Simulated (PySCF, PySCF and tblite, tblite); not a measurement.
# Si5H12: conformers and averaged spectra

Aim: find the conformers of Si5H12 (`[SiH3][SiH2][SiH2][SiH2][SiH3]`), weigh them, and average their properties.

Programs: PySCF 2.14.0 with density-fitted response routines of our own, and tblite 0.8.0. All values are computed, except where a source is named. Atoms count from 0 throughout.

## Step 1: The molecule as given

17 atoms, charge 0, multiplicity 1; geometry from: MMFF94s geometry.

Bonds of the start (Å): Si0–H5 1.48, Si0–H6 1.48, Si0–H7 1.49, Si0–Si1 2.31, Si1–H8 1.48, Si1–H9 1.48, Si1–Si2 2.30, Si2–H10 1.49, Si2–H11 1.48, Si2–Si3 2.30, Si3–H12 1.51, Si3–H13 1.48, Si3–Si4 2.29, Si4–H14 1.48, Si4–H15 1.49, Si4–H16 1.49.

## Step 2: GFN2-xTB relaxation, conformer 1

What the job is given:

```
{"job": {"xc": "GFN2-xTB", "basis": "xTB", "kind": "relax"}, "charge": 0, "multiplicity": 1}
Si     3.279200    -0.277800    -1.112500
Si     1.085500     0.424100    -0.977200
Si     0.395900    -0.091900     1.158600
Si    -1.756100     0.697500     1.391200
Si    -3.077400    -0.456900    -0.080800
H      3.812700     0.003500    -2.468700
H      3.367700    -1.734000    -0.863400
H      4.117200     0.439500    -0.107100
H      0.238000    -0.288100    -1.960300
H      0.965600     1.883600    -1.206000
H      0.430200    -1.561100     1.378400
H      1.278400     0.554300     2.156600
H     -2.227400     0.462000     2.807100
H     -1.798700     2.156100     1.136900
H     -2.969100    -1.910700     0.146100
H     -4.503800    -0.054100     0.068900
H     -2.644900    -0.164600    -1.477900
```

Started as:

```bash
$ OMP_NUM_THREADS=1 python ens_run.py task.json out
```

The driver reads the study from task.json and runs its stages one after another.

The log of the run:

```text
step      E/eV     max force
  0    -400.01913    0.740
  1    -400.05553    0.432
  2    -400.09964    0.417
  3    -400.11170    0.376
  4    -400.14494    0.261
  5    -400.15160    0.265
  6    -400.17895    0.232
  7    -400.18667    0.240
  8    -400.19736    0.207
  9    -400.20190    0.123
 10    -400.20463    0.101
 11    -400.20649    0.108
 12    -400.20888    0.112
 13    -400.21180    0.151
 14    -400.21521    0.183
 15    -400.21834    0.145
 16    -400.22080    0.130
 17    -400.22267    0.128
 18    -400.22424    0.145
 19    -400.22607    0.198
 20    -400.22874    0.217
 21    -400.23215    0.168
 22    -400.23518    0.136
 23    -400.23694    0.074
 24    -400.23787    0.071
 25    -400.23880    0.078
 26    -400.24048    0.127
 27    -400.24326    0.201
 28    -400.24682    0.212
 29    -400.24957    0.124
 30    -400.25073    0.059
 31    -400.25118    0.052
 32    -400.25165    0.077
 33    -400.25225    0.088
 34    -400.25286    0.068
 35    -400.25332    0.041
 36    -400.25362    0.036
 37    -400.25362    0.036
 38    -400.25373    0.028
 39    -400.25403    0.029
 40    -400.25409    0.023
 41    -400.25427    0.025
 42    -400.25440    0.031
 43    -400.25469    0.057
 44    -400.25501    0.061
 45    -400.25530    0.036
 46    -400.25546    0.027
 47    -400.25556    0.021
 48    -400.25566    0.032
 49    -400.25582    0.044
 50    -400.25604    0.048
 51    -400.25627    0.036
 52    -400.25643    0.027
 53    -400.25652    0.019
 54    -400.25659    0.026
 55    -400.25668    0.033
 56    -400.25680    0.034
 57    -400.25693    0.035
 58    -400.25702    0.027
 59    -400.25708    0.018
 60    -400.25714    0.020
 61    -400.25720    0.023
 62    -400.25726    0.025
 63    -400.25730    0.015
 64    -400.25733    0.014
 65    -400.25737    0.018
 66    -400.25743    0.026
 67    -400.25751    0.031
 68    -400.25756    0.020
 69    -400.25759    0.009
 70    -400.25760    0.010
 71    -400.25762    0.012
 72    -400.25765    0.016
 73    -400.25768    0.017
 74    -400.25772    0.017
 75    -400.25774    0.016
 76    -400.25776    0.010
 77    -400.25777    0.009
 78    -400.25778    0.009
 79    -400.25780    0.017
 80    -400.25782    0.022
 81    -400.25785    0.021
 82    -400.25787    0.011
 83    -400.25788    0.007
 84    -400.25788    0.005
 85    -400.25789    0.009
 86    -400.25790    0.016
 87    -400.25793    0.020
 88    -400.25796    0.018
 89    -400.25798    0.009
 90    -400.25799    0.008
 91    -400.25800    0.007
 92    -400.25801    0.012
 93    -400.25802    0.015
 94    -400.25804    0.013
 95    -400.25805    0.007
 96    -400.25806    0.004
 97    -400.25806    0.004
```

Run time: 1.1 s. Hardware: 1 thread of Intel Xeon Platinum 8488C, shared host.

Relaxing gained 0.239 eV and moved the atoms by 0.24 Å on average (rms).

**GFN2-xTB relaxation, conformer 2**

What the job is given:

```
{"job": {"xc": "GFN2-xTB", "basis": "xTB", "kind": "relax"}, "charge": 0, "multiplicity": 1}
Si     2.197200    -0.525900     1.155200
Si     2.009300     0.563600    -0.867200
Si    -0.060700     0.145800    -1.714600
Si    -1.655100     1.008300    -0.304300
Si    -2.401800    -0.745400     1.004200
H      1.949400    -1.980400     0.975100
H      1.159200     0.008000     2.085300
H      3.537700    -0.313200     1.764100
H      3.062500     0.066400    -1.801900
H      2.209300     2.024800    -0.681300
H     -0.190600     0.812000    -3.047800
H     -0.283500    -1.312300    -1.928100
H     -1.062200     2.081500     0.550300
H     -2.779100     1.587300    -1.074400
H     -3.368500    -0.255900     2.023800
H     -3.075900    -1.762900     0.162900
H     -1.254100    -1.389600     1.688600
```

The log of the run:

```text
step      E/eV     max force
  0    -400.06267    0.875
  1    -400.10309    0.472
  2    -400.14486    0.422
  3    -400.15701    0.396
  4    -400.18764    0.247
  5    -400.19616    0.246
  6    -400.21645    0.414
  7    -400.22629    0.347
  8    -400.23444    0.185
  9    -400.23849    0.173
 10    -400.24170    0.115
 11    -400.24315    0.083
 12    -400.24383    0.051
 13    -400.24435    0.063
 14    -400.24504    0.083
 15    -400.24596    0.087
 16    -400.24690    0.078
 17    -400.24752    0.050
 18    -400.24786    0.043
 19    -400.24817    0.049
 20    -400.24868    0.074
 21    -400.24946    0.084
 22    -400.25037    0.070
 23    -400.25099    0.059
 24    -400.25129    0.043
 25    -400.25152    0.040
 26    -400.25189    0.056
 27    -400.25257    0.090
 28    -400.25365    0.125
 29    -400.25491    0.121
 30    -400.25594    0.081
 31    -400.25658    0.059
 32    -400.25705    0.063
 33    -400.25754    0.048
 34    -400.25803    0.052
 35    -400.25850    0.049
 36    -400.25893    0.044
 37    -400.25936    0.060
 38    -400.25970    0.056
 39    -400.25991    0.033
 40    -400.25991    0.033
 41    -400.25999    0.024
 42    -400.26014    0.023
 43    -400.26020    0.025
 44    -400.26043    0.036
 45    -400.26056    0.030
 46    -400.26065    0.017
 47    -400.26068    0.013
 48    -400.26072    0.016
 49    -400.26077    0.023
 50    -400.26084    0.030
 51    -400.26092    0.026
 52    -400.26096    0.014
 53    -400.26098    0.009
 54    -400.26099    0.009
 55    -400.26101    0.012
 56    -400.26104    0.018
 57    -400.26109    0.019
 58    -400.26113    0.014
 59    -400.26115    0.011
 60    -400.26117    0.009
 61    -400.26118    0.011
 62    -400.26120    0.012
 63    -400.26123    0.013
 64    -400.26126    0.011
 65    -400.26128    0.011
 66    -400.26130    0.012
 67    -400.26133    0.012
 68    -400.26136    0.016
 69    -400.26140    0.016
 70    -400.26143    0.013
 71    -400.26147    0.018
 72    -400.26152    0.021
 73    -400.26158    0.022
 74    -400.26163    0.020
 75    -400.26167    0.017
 76    -400.26170    0.016
 77    -400.26172    0.013
 78    -400.26174    0.010
 79    -400.26176    0.013
 80    -400.26179    0.016
 81    -400.26182    0.019
 82    -400.26186    0.016
 83    -400.26187    0.007
 84    -400.26188    0.005
 85    -400.26188    0.005
 86    -400.26189    0.007
 87    -400.26190    0.009
 88    -400.26190    0.009
 89    -400.26191    0.007
 90    -400.26192    0.008
 91    -400.26193    0.008
 92    -400.26193    0.008
 93    -400.26194    0.006
 94    -400.26194    0.006
 95    -400.26195    0.008
 96    -400.26196    0.009
 97    -400.26197    0.010
 98    -400.26198    0.008
 99    -400.26199    0.005
100    -400.26199    0.006
101    -400.26200    0.011
102    -400.26202    0.019
103    -400.26205    0.026
104    -400.26211    0.026
105    -400.26215    0.017
106    -400.26218    0.008
107    -400.26219    0.010
108    -400.26221    0.016
109    -400.26224    0.022
110    -400.26229    0.022
111    -400.26232    0.014
112    -400.26234    0.006
113    -400.26235    0.007
114    -400.26235    0.008
115    -400.26237    0.011
116    -400.26240    0.014
117    -400.26243    0.012
118    -400.26245    0.010
119    -400.26247    0.009
120    -400.26248    0.010
121    -400.26249    0.010
122    -400.26251    0.010
123    -400.26254    0.014
124    -400.26257    0.013
125    -400.26259    0.009
126    -400.26260    0.007
127    -400.26260    0.005
128    -400.26261    0.006
129    -400.26262    0.011
130    -400.26264    0.017
131    -400.26267    0.021
132    -400.26269    0.019
133    -400.26271    0.012
134    -400.26273    0.010
135    -400.26274    0.013
136    -400.26276    0.019
137    -400.26279    0.019
138    -400.26282    0.016
139    -400.26283    0.013
140    -400.26285    0.009
141    -400.26286    0.009
142    -400.26288    0.012
143    -400.26290    0.012
144    -400.26291    0.013
145    -400.26293    0.012
146    -400.26294    0.011
147    -400.26296    0.008
148    -400.26297    0.005
149    -400.26297    0.004
150    -400.26297    0.004
```

It took 1.7 s on 1 thread of Intel Xeon Platinum 8488C, shared host.

Gain 0.200 eV; displacement 0.23 Å root mean square.

## Step 3: GFN2-xTB relaxation, conformer 3

What the job is given:

```
{"job": {"xc": "GFN2-xTB", "basis": "xTB", "kind": "relax"}, "charge": 0, "multiplicity": 1}
Si    -3.667100     0.360000     0.393900
Si    -1.831300    -0.868500    -0.177500
Si     0.000600     0.420700     0.353100
Si     1.856200    -0.780400    -0.211600
Si     3.656500     0.530600     0.331900
H     -3.666500     0.687900     1.842900
H     -4.919700    -0.391300     0.092500
H     -3.698500     1.639400    -0.370600
H     -1.821800    -1.206800    -1.620100
H     -1.787900    -2.151200     0.604200
H     -0.048400     1.697300    -0.420200
H     -0.006000     0.749700     1.803500
H      1.882900    -2.063800     0.574600
H      1.849100    -1.119500    -1.659100
H      3.653000     0.866400     1.777400
H      4.927400    -0.165600     0.014100
H      3.614200     1.807200    -0.441700
```

The log of the run:

```text
step      E/eV     max force
  0    -399.96149    0.739
  1    -400.00412    0.419
  2    -400.05269    0.413
  3    -400.06600    0.384
  4    -400.10203    0.298
  5    -400.11031    0.271
  6    -400.13977    0.307
  7    -400.15047    0.291
  8    -400.16514    0.238
  9    -400.17465    0.183
 10    -400.18295    0.160
 11    -400.18860    0.171
 12    -400.19423    0.166
 13    -400.20075    0.223
 14    -400.20840    0.258
 15    -400.21569    0.207
 16    -400.22084    0.171
 17    -400.22405    0.161
 18    -400.22715    0.218
 19    -400.23200    0.291
 20    -400.23916    0.310
 21    -400.24658    0.220
 22    -400.25080    0.108
 23    -400.25244    0.076
 24    -400.25353    0.072
 25    -400.25527    0.102
 26    -400.25824    0.152
 27    -400.26218    0.178
 28    -400.26522    0.123
 29    -400.26649    0.047
 30    -400.26687    0.041
 31    -400.26711    0.042
 32    -400.26747    0.049
 33    -400.26785    0.061
 34    -400.26814    0.047
 35    -400.26827    0.021
 36    -400.26827    0.021
 37    -400.26830    0.015
 38    -400.26835    0.009
 39    -400.26835    0.009
 40    -400.26837    0.008
 41    -400.26838    0.008
 42    -400.26841    0.013
 43    -400.26844    0.018
 44    -400.26848    0.018
 45    -400.26852    0.014
 46    -400.26854    0.011
 47    -400.26855    0.012
 48    -400.26857    0.014
 49    -400.26862    0.022
 50    -400.26871    0.033
 51    -400.26887    0.045
 52    -400.26909    0.049
 53    -400.26929    0.034
 54    -400.26944    0.026
 55    -400.26956    0.032
 56    -400.26971    0.051
 57    -400.26992    0.059
 58    -400.27012    0.047
 59    -400.27025    0.022
 60    -400.27031    0.014
 61    -400.27034    0.012
 62    -400.27036    0.014
 63    -400.27038    0.012
 64    -400.27040    0.015
 65    -400.27042    0.013
 66    -400.27044    0.009
 67    -400.27045    0.005
 68    -400.27045    0.005
 69    -400.27045    0.005
 70    -400.27046    0.004
 71    -400.27046    0.004
```

Wall time 0.81 s (1 thread of Intel Xeon Platinum 8488C, shared host).

Relaxing gained 0.309 eV and moved the atoms by 0.27 Å on average (rms).

GFN2-xTB relaxation, conformer 4:

What the job is given:

```
{"job": {"xc": "GFN2-xTB", "basis": "xTB", "kind": "relax"}, "charge": 0, "multiplicity": 1}
Si    -2.643300     0.219600    -0.981100
Si    -1.069400     1.584000    -0.037700
Si     0.124600     0.308800     1.478500
Si     1.114100    -1.434200     0.379500
Si     2.524400    -0.562700    -1.186500
H     -3.528900    -0.372000     0.063900
H     -1.982900    -0.876400    -1.724600
H     -3.491100     0.992500    -1.929800
H     -1.696500     2.732200     0.665800
H     -0.142100     2.119500    -1.056800
H      1.148700     1.145600     2.142300
H     -0.804200    -0.201300     2.534700
H      1.862700    -2.283500     1.369600
H      0.076200    -2.296900    -0.248300
H      3.251200    -1.631700    -1.908700
H      1.733700     0.216400    -2.173700
H      3.515800     0.352100    -0.556300
```

The log of the run:

```text
step      E/eV     max force
  0    -400.06485    0.767
  1    -400.10501    0.369
  2    -400.13547    0.272
  3    -400.14473    0.289
  4    -400.17809    0.253
  5    -400.18608    0.208
  6    -400.19737    0.252
  7    -400.20704    0.319
  8    -400.21648    0.264
  9    -400.22123    0.132
 10    -400.22331    0.097
 11    -400.22425    0.067
 12    -400.22506    0.065
 13    -400.22597    0.071
 14    -400.22707    0.096
 15    -400.22834    0.119
 16    -400.22965    0.125
 17    -400.23071    0.097
 18    -400.23140    0.056
 19    -400.23186    0.052
 20    -400.23232    0.058
 21    -400.23302    0.091
 22    -400.23404    0.108
 23    -400.23512    0.098
 24    -400.23585    0.063
 25    -400.23627    0.049
 26    -400.23669    0.056
 27    -400.23745    0.098
 28    -400.23878    0.156
 29    -400.24071    0.179
 30    -400.24273    0.139
 31    -400.24437    0.083
 32    -400.24545    0.080
 33    -400.24617    0.070
 34    -400.24666    0.052
 35    -400.24691    0.036
 36    -400.24691    0.036
 37    -400.24701    0.035
 38    -400.24747    0.030
 39    -400.24757    0.028
 40    -400.24788    0.030
 41    -400.24803    0.033
 42    -400.24823    0.037
 43    -400.24837    0.029
 44    -400.24850    0.024
 45    -400.24863    0.029
 46    -400.24882    0.040
 47    -400.24908    0.048
 48    -400.24940    0.052
 49    -400.24968    0.040
 50    -400.24985    0.029
 51    -400.24996    0.026
 52    -400.25007    0.027
 53    -400.25023    0.047
 54    -400.25048    0.059
 55    -400.25078    0.058
 56    -400.25101    0.037
 57    -400.25113    0.021
 58    -400.25118    0.017
 59    -400.25123    0.018
 60    -400.25129    0.020
 61    -400.25137    0.022
 62    -400.25144    0.028
 63    -400.25150    0.026
 64    -400.25154    0.018
 65    -400.25158    0.018
 66    -400.25161    0.022
 67    -400.25166    0.029
 68    -400.25173    0.040
 69    -400.25182    0.043
 70    -400.25192    0.034
 71    -400.25201    0.021
 72    -400.25208    0.021
 73    -400.25215    0.027
 74    -400.25223    0.024
 75    -400.25228    0.014
 76    -400.25231    0.013
 77    -400.25233    0.016
 78    -400.25239    0.027
 79    -400.25247    0.037
 80    -400.25260    0.039
 81    -400.25272    0.025
 82    -400.25278    0.014
 83    -400.25281    0.012
 84    -400.25283    0.013
 85    -400.25288    0.018
 86    -400.25294    0.028
 87    -400.25301    0.028
 88    -400.25305    0.017
 89    -400.25306    0.005
 90    -400.25307    0.006
 91    -400.25307    0.008
 92    -400.25308    0.009
 93    -400.25309    0.008
 94    -400.25310    0.004
 95    -400.25310    0.003
```

Run time: 1.1 s. Hardware: 1 thread of Intel Xeon Platinum 8488C, shared host.

Relaxing gained 0.188 eV and moved the atoms by 0.23 Å on average (rms).

## Step 4: Shieldings, conformer 1: PBE0/pcSseg-1

What the job is given:

```
{"job": {"xc": "PBE0", "basis": "pcSseg-1", "kind": "nmr", "pop": true}, "charge": 0, "multiplicity": 1}
Si     3.500055    -0.284172    -1.241109
Si     1.311379     0.373858    -0.884215
Si     0.346882     0.007526     1.195773
Si    -1.885586     0.619871     1.423317
Si    -3.325049    -0.439578    -0.044349
H      4.008676    -0.007877    -2.588202
H      3.661775    -1.725584    -1.029410
H      4.418653     0.380898    -0.312345
H      0.442663    -0.267368    -1.888867
H      1.174486     1.806133    -1.204468
H      0.470861    -1.425398     1.520001
H      1.181481     0.647092     2.226980
H     -2.356790     0.432040     2.806669
H     -1.985644     2.078550     1.239006
H     -3.279633    -1.896345     0.111924
H     -4.732185    -0.058698     0.094761
H     -2.959022    -0.159417    -1.435378
```

The log of the run:

```text
coarse grid: 15560 points
cycle   1  E = -1453.9528506314  dE = -2.863e-01  |g| = 1.672e-01  |ddm| = 3.546e+00
cycle   2  E = -1453.9584156419  dE = -5.565e-03  |g| = 8.776e-02  |ddm| = 3.237e-01
cycle   3  E = -1453.9602669839  dE = -1.851e-03  |g| = 2.163e-02  |ddm| = 1.410e-01
cycle   4  E = -1453.9604369628  dE = -1.700e-04  |g| = 5.533e-03  |ddm| = 4.294e-02
cycle   5  E = -1453.9604482639  dE = -1.130e-05  |g| = 1.323e-03  |ddm| = 1.087e-02
cycle   6  E = -1453.9604488797  dE = -6.157e-07  |g| = 1.636e-04  |ddm| = 2.271e-03
final grid: 124096 points
cycle   7  E = -1453.9854135730  dE = -1.170e-05  |g| = 2.100e-03  |ddm| = 1.490e-02
cycle   8  E = -1453.9854137248  dE = -1.519e-07  |g| = 1.181e-03  |ddm| = 3.021e-03
cycle   9  E = -1453.9854139972  dE = -2.724e-07  |g| = 2.363e-04  |ddm| = 1.719e-03
cycle  10  E = -1453.9854140195  dE = -2.225e-08  |g| = 2.923e-05  |ddm| = 4.213e-04
cycle  11  E = -1453.9854140197  dE = -2.253e-10  |g| = 8.588e-06  |ddm| = 5.699e-05
converged SCF energy = -1453.9854140197

GIAO shielding tensors (ppm)
atom      isotropic    diamagn.    paramagn.     s11        s22        s33       span
  0 Si     463.042     879.490    -416.448    446.371    462.707    480.047     33.676
  1 Si     479.488     882.231    -402.744    468.145    480.839    489.479     21.333
  2 Si     472.614     881.902    -409.287    459.433    470.861    487.549     28.115
  3 Si     474.082     881.145    -407.063    459.454    473.615    489.176     29.721
  4 Si     466.306     880.178    -413.872    453.261    466.221    479.435     26.174
  5 H       28.032      28.142      -0.110     24.369     25.498     34.229      9.859
  6 H       28.205      28.752      -0.547     24.537     26.385     33.693      9.156
  7 H       28.192      28.521      -0.330     24.529     26.272     33.774      9.245
  8 H       28.330      31.153      -2.823     23.584     27.749     33.655     10.071
  9 H       28.350      30.583      -2.233     24.032     27.090     33.927      9.896
 10 H       28.276      30.846      -2.570     24.313     26.777     33.737      9.424
 11 H       28.121      30.307      -2.186     23.660     26.468     34.234     10.574
 12 H       28.073      29.164      -1.091     23.989     25.651     34.579     10.590
 13 H       28.230      29.809      -1.579     24.609     26.119     33.963      9.353
 14 H       28.259      29.340      -1.081     24.722     26.413     33.643      8.921
 15 H       28.134      28.379      -0.245     24.512     25.337     34.553     10.041
 16 H       28.208      29.746      -1.539     24.192     27.307     33.124      8.932
```

It took 31 s on 1 thread of Intel Xeon Platinum 8488C, shared host; peak memory 0.9 GiB.

This run: HOMO -8.17 eV, LUMO -0.90 eV; dipole 0.12 D.

Orbitals, density, ELF and potential are computed afterwards from the orbital file.

Frontier orbitals at PBE0/pcSseg-1, with the share of their density that lies nearest to each atom:

```csv
orbital,energy (eV),lies on
HOMO,-8.17,"Si2, Si3 about 20 % each; Si1 17 %; Si0 11 %"
LUMO,-0.90,"Si1, Si2 about 16 % each; Si0, Si3 about 11 % each; H5, H12 about 10 % each"
```

ELF in a plane through or near 7 of the atoms.

Ten even steps from '0' (0.00) to '9' (1.00):
```
0000000000000000000000000000
0000000000000000000000000000
0000000000001100000000000000
0000000000179950000220000000
0000000000499991006995000000
0000254000299982238998100000
0002999300059865537997000000
0007999710134008625562000000
0006999734589329548241000000
0001784178118866535982220000
0000341268572631369866896000
0005993188234410035009999200
0019999544699930168119999200
0009999311899940699965998000
0005998000799920799971462000
0000121000268400499950000000
0000000000000000036300000000
0000000000000000000000000000
0000000000000000000000000000
0000000000000000000000000000
```
The map spans 14.4 Å across and 10.3 Å up, centred on the molecule. Atoms in the plane (x, y in Å): Si1 (-1.5, -0.4), Si3 (2.2, 1.0), H5 (-4.5, -1.4), H7 (-4.3, 0.9), H8 (-0.9, -1.7), H15 (4.6, -1.1), H16 (2.5, -2.1).

On the surface of density 0.002 e/bohr³ the electrostatic potential runs, from the 1st to the 99th percentile, from 0.05 to 1.07 V.

(Part 1 of 2 ends here.)
